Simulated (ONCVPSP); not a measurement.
**Pseudopotential generation for Cu: ONCV, PBE**

Task: generate the file, and judge it by its errors in other configurations, its logarithmic derivatives, its ghosts and its cutoff.

Program: ONCVPSP 4.0.1.1 (patched build). Reference atom: PBE, scalar-relativistic, spherical and spin-unpolarised. All values are calculated.

**1. The design**

Typed settings, in words:

```json
{
  "element": "copper (Cu, Z = 29)",
  "type": "optimised norm-conserving Vanderbilt (ONCV)",
  "frozen core": "[Ne]",
  "valence charge": "19",
  "reference configuration": "3s2 3p6 3d10 4s1",
  "partial waves": "3s+4s: rc 1.40 bohr, ncon 4, nbas 9, qcut 6.8 1/bohr, 2 projectors; 3p: rc 0.85 bohr, ncon 5, nbas 8, qcut 13.5 1/bohr, 2 projectors, debl 1.3 Ha; 3d: rc 0.95 bohr, ncon 4, nbas 8, qcut 15.3 1/bohr, 2 projectors, debl 1.3 Ha",
  "local potential": "polynomial inside 0.80 bohr (lpopt 1, dvloc0 0 Ha)",
  "core correction": "Teter function, fcfact 1.5, rcfact 1.75"
}
```

The outer shells as boxes (Hund's rule for the drawing; the calculation is spin-unpolarised):

```
[Ne] core
3s [↑↓]
3p [↑↓][↑↓][↑↓]
3d [↑↓][↑↓][↑↓][↑↓][↑↓]
4s [↑ ]
```

**2. Generating the potential**

File Cu.dat:

```
# ATOM AND REFERENCE CONFIGURATION
# atsym  z   nc   nv     iexc    psfile
  Cu 29.00    3    4        4      upf
#
#   n    l    f
    1    0    2.00
    2    0    2.00
    2    1    6.00
    3    0    2.00
    3    1    6.00
    3    2   10.00
    4    0    1.00
#
# PSEUDOPOTENTIAL AND OPTIMIZATION
# lmax
    2
#
#   l,   rc,      ep,       ncon, nbas, qcut
    0    1.40    0.00    4    9    6.80
    1    0.85    0.00    5    8   13.50
    2    0.95    0.00    4    8   15.30
#
# LOCAL POTENTIAL
# lloc, lpopt,  rc(5),   dvloc0
    4    1    0.80    0.00
#
# VANDERBILT-KLEINMAN-BYLANDER PROJECTORs
# l, nproj, debl
    0    2    3.50
    1    2    1.30
    2    2    1.30
#
# MODEL CORE CHARGE
# icmod, fcfact, rcfact
    3    1.50    1.75
#
# LOG DERIVATIVE ANALYSIS
# epsh1, epsh2, depsh
   -6.00    5.00    0.04
#
# OUTPUT GRID
# rlmax, drl
    6.00    0.01
#
# TEST CONFIGURATIONS
# ncnf
    4
# nvcnf
#   n    l    f
    4
    3    0    2.00
    3    1    6.00
    3    2   10.00
    4    0    0.00
#
    4
    3    0    2.00
    3    1    6.00
    3    2    9.00
    4    0    0.00
#
    4
    3    0    2.00
    3    1    6.00
    3    2    8.00
    4    0    0.00
#
    4
    3    0    2.00
    3    1    6.00
    3    2   10.00
    4    0    0.50
#
```

Started as:

```sh
$ oncvpsp.x < Cu.dat > Cu.out
```

Before running it: what results should come out? Wanted: cutoffs for 1 and 0.1 mHa per electron, occupied waves; bound ghosts; GHOST(+) flags; largest test error; largest phase difference near zero energy, channels read; rms error of d²Exc/dn², without and with the model core; projector energies reset by the program.

As calculated:

| quantity | value |
| --- | --- |
| cutoffs for 1 and 0.1 mHa per electron, occupied waves | 98 Ha and 162 Ha |
| bound ghosts | none found |
| GHOST(+) flags | none at low energy |
| largest test error (AE − PS) | +1.6 meV, for 3s2 3p6 3d10 4s0 (2 tests unsolved) |
| largest phase difference near zero energy, channels read | 0.000 rad |
| rms error of d²Exc/dn², without and with the model core | 3.65 and 1.42 mHa |
| projector energies reset by the program | p: -2.651, 0.250 Ha |

By total energies transferability is very good where solved: the largest error is 1.6 meV on 8.2 eV, for 3s2 3p6 3d10 4s0. Of the tests 2 gave no usable energy difference, which is a warning in itself. By its cutoff, 98 Ha for the looser tolerance, it is very hard. At the looser tolerance the 3d wave is the slowest; 3p needs 77 Ha. The program's ghost test flags no bound state. Near zero energy the phases of the channels with partial waves agree within 0.001 rad. These are tests on the free atom; a crystal test is still owed.
